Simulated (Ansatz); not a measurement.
# Cu2H3: the cost of one run

Method: DFT PBE, scalar-relativistic, plane waves, PAW, in Ansatz 0.2.0.

### Step 1. The system as given

It takes space group P-6m2 (No. 187, hexagonal). The conventional cell has a = 3.509 Å, b = 3.509 Å, c = 4.309 Å, α = 90.00°, β = 90.00°, γ = 120.00°. Around Cu (site symmetry -6m2) lie 8 H at 2.15 to 2.29 Å. Around Cu (site symmetry -6m2) lie 9 H at 2.03 to 2.30 Å. H (site symmetry 3m) has 5 H at 2.12 to 2.30 Å and 6 Cu at 2.29 to 2.30 Å as nearest neighbours. H (site symmetry -6m2) has 5 Cu at 2.03 to 2.15 Å as nearest neighbours.

Coordinates:

```xyz
5
Lattice="3.5094 0.0000 0.0000 -1.7547 3.0392 0.0000 0.0000 0.0000 4.3094" Properties=species:S:1:pos:R:3 pbc="T T T"
Cu    1.7547    1.0131    2.1547
Cu    0.0000    2.0261    0.0000
H     0.0000    0.0000    3.2122
H     0.0000    0.0000    1.0972
H     1.7547    1.0131    0.0000
```

Recipe of the guess: species swapped into a database cell of Fe3Ge2 (P-6m2, No. 187), with H on the Fe sites and Cu on the Ge sites. The dimensions are guesses.

### Step 2. A first look at the guess

The input, input.yaml:

```yaml
crystal:
  lattice:
    - [3.50938776, 0.0, 0.0]
    - [-1.75469388, 3.03921895, 0.0]
    - [0.0, 0.0, 4.309401]
  atoms:
    - { symbol: Cu, position: [0.66666667, 0.33333333, 0.5] }
    - { symbol: Cu, position: [0.33333333, 0.66666667, 0.0] }
    - { symbol: H, position: [0.0, 0.0, 0.74540001] }
    - { symbol: H, position: [0.0, 0.0, 0.25459999] }
    - { symbol: H, position: [0.66666667, 0.33333333, 0.0] }
basis:
  ecutwfc: 420
kpoints:
  mp_grid: { grid: [6, 6, 4] }
hamiltonian:
  xc: pbe
scf:
  occupations: { method: gaussian, width: 0.1 }
  lower_state_search: "off"
output:
  forces: true
  stress: true
  eigenvalues: true
```

The run is started by

```bash
$ ansatz run input.yaml --threads 1 --pin off --max-ram 2560MiB --backend cpu --events-out ev --progress --plain --runs-dir out
```

Q: Estimate wall time and peak memory on 1 thread of Arm Neoverse V2, shared host.

About 2 s, with a peak of 0.3 GiB.
